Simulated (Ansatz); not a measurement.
## BN, space group P6_3/mmc: a phonon calculation by finite displacements, step by step

With the Ansatz DFT code, driven from Python.

The script reads `bn.extxyz`:
```text
4
Lattice="2.49824 0.0 0.0 -1.24912 2.1635393 0.0 0.0 0.0 6.6357" Properties=species:S:1:pos:R:3 pbc="T T T"
B    -0.00000000    1.44235954    1.65892500
B     1.24912000    0.72117977    4.97677500
N    -0.00000000    1.44235954    4.97677500
N     1.24912000    0.72117977    1.65892500
```

At the Python prompt:
```pycon
>>> from pathlib import Path
>>> import ansatz as az
>>> import numpy as np
>>> system = az.Crystal.from_extxyz('bn.extxyz')
>>> # the cell itself: zone-centre modes alone
>>> calc = (
...     system.calculation()
...     .functional(az.Functional.PBE)
...     .occupations('Fixed')
...     .kpoints(7, 7, 3)
...     .phonons('fd', supercell=1)
... )
>>> outcome = calc.run(threads=1, backend='cpu', runs_dir='runs')
DeckWarning: basis.ecutwfc = 420 eV, auto-derived from the records' recommended cutoffs: set by B (normal level)
>>> folder = Path(outcome.output_folder) / 'results'
>>> ph = outcome.phonons
>>> for mode, w in enumerate(ph.gamma_omega_inv_cm, start=1):
...     print(f'Gamma mode {mode:2d}: {w:8.1f} 1/cm  {w / 33.35641:7.3f} THz')
...
Gamma mode  1:      0.0 1/cm    0.000 THz
Gamma mode  2:      0.0 1/cm    0.000 THz
Gamma mode  3:      0.0 1/cm    0.000 THz
Gamma mode  4:     45.1 1/cm    1.353 THz
Gamma mode  5:     45.1 1/cm    1.353 THz
Gamma mode  6:    123.2 1/cm    3.694 THz
Gamma mode  7:    742.2 1/cm   22.249 THz
Gamma mode  8:    793.9 1/cm   23.800 THz
Gamma mode  9:   1372.7 1/cm   41.152 THz
Gamma mode 10:   1372.7 1/cm   41.152 THz
Gamma mode 11:   1372.9 1/cm   41.160 THz
Gamma mode 12:   1372.9 1/cm   41.160 THz
>>> print(f'{ph.n_members} displaced supercells, sum-rule residual {ph.asr_residual_pre_ev_ang2:.1e} eV/A^2')
4 displaced supercells, sum-rule residual 3.7e-04 eV/A^2
>>> optical = np.sort(ph.gamma_omega_inv_cm)
>>> print('imaginary modes at Gamma:', int((optical < -10).sum()), '- highest mode', round(float(optical[-1]), 1), '1/cm')
imaginary modes at Gamma: 0 - highest mode 1372.9 1/cm
```

Reading the output:
- The cell isn't relaxed first, so the values belong to this volume.
- Of the deposited cell: the entry's cell lengths or inner coordinates differ somewhat from later room-temperature determinations.
- No non-analytic term is added, so at the zone centre the longitudinal optical modes of a polar crystal aren't split off.
- The structure is a deposited one; some such entries were measured under pressure or heat, so a shift against it needn't be the functional's error alone.
- Warnings are shown shortened and without file and line.
- The structure is taken as given and the supercell is small; imaginary modes can come from an unrelaxed or unstable start.
- Timing: 6.2 s on 1 thread of Arm Neoverse V2, with other jobs on the host, peak memory 0.38 GiB.

(Lines on the test bed's own set-up are left out of the output.)
